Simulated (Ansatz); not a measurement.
Runs of Ansatz 0.2.0 on SiO. The structure is cubic, space group F-43m (No. 216). Conventional cell: a = 4.867 Å, b = 4.867 Å, c = 4.867 Å, α = 90.00°, β = 90.00°, γ = 90.00°. Si (site symmetry -43m) is surrounded by 4 O at 2.11 Å. O (site symmetry -43m) has 4 Si at 2.11 Å as nearest neighbours. The cell was built by a generator and needn't be a form met in nature.

```csv
task,level,potentials or basis,cell,k mesh,cutoff (eV),points for each segment of the path,screening (1/Å),share of exact exchange,mesh quality,gap on the mesh (eV),pressure (GPa),relaxed volume (Å³/atom)
band structure,PBE,JTH PAW,as given,9 × 9 × 9,1380,14,-,-,not flagged,none,-0.2,-
single point,HF,Ansatz PAW,as given,5 × 5 × 5,420,-,-,-,coarse,4.69,-,-
relaxation of cell and atoms,HSEsol,Ansatz PAW,relaxed,5 × 5 × 5,420,-,-,-,coarse,(b),-,13.28
band structure,PBE,PseudoDojo stringent (PBE files),as given,9 × 9 × 9,1252,14,-,-,not flagged,none,-0.1,-
relaxation of cell and atoms,PBE0,Ansatz PAW,relaxed,5 × 5 × 5,420,-,-,-,coarse,0.86,-,14.17
relaxation of cell and atoms,PBEsol0,Ansatz PAW,relaxed,5 × 5 × 5,420,-,-,-,coarse,0.94,-,13.19
single point,r2SCANh,Ansatz PAW,as given,5 × 5 × 5,500,-,-,-,coarse,(c),-,-
single point,HSE06 form with a typed share of exact exchange,Ansatz PAW,as given,5 × 5 × 5,420,-,0.1,0.25,coarse,0.50,-,-
band structure,PBE,Ansatz PAW earlier set,as given,9 × 9 × 9,930,14,-,-,not flagged,none,0.0,-
single point,PBE0,Ansatz PAW,as given,5 × 5 × 5,420,-,-,-,coarse,0.87,-,-
single point,r2SCAN50,Ansatz PAW,as given,5 × 5 × 5,500,-,-,-,coarse,(a),-,-
single point,B3LYP,Ansatz PAW,as given,5 × 5 × 5,420,-,-,-,coarse,0.73,-,-
```

Alike in all rows: no spin polarisation; smearing fermi-dirac 0.05 eV.

Q: Estimate the missing entries.

A: (a) 1.77; (b) 0.32; (c) 0.43.

Caveats: some runs use coarse meshes; odd divisions of the mesh miss points on the zone boundary, where band edges often lie, so the gap on the mesh can be too wide (some runs); the PAW data sets come from PBE, with cores solved anew for the run's functional, which leaves a small shift of forces and pressure (some runs); the plane-wave basis is chosen anew once the cell has moved, so the energies of steps on either side of that aren't comparable (some runs); the potentials were made for another functional, which shifts forces and pressure (some runs).

A k mesh can miss the band edges.

A gap of «none» marks a metal or a gap under the smearing width.

Not every run made on this cell is shown here.
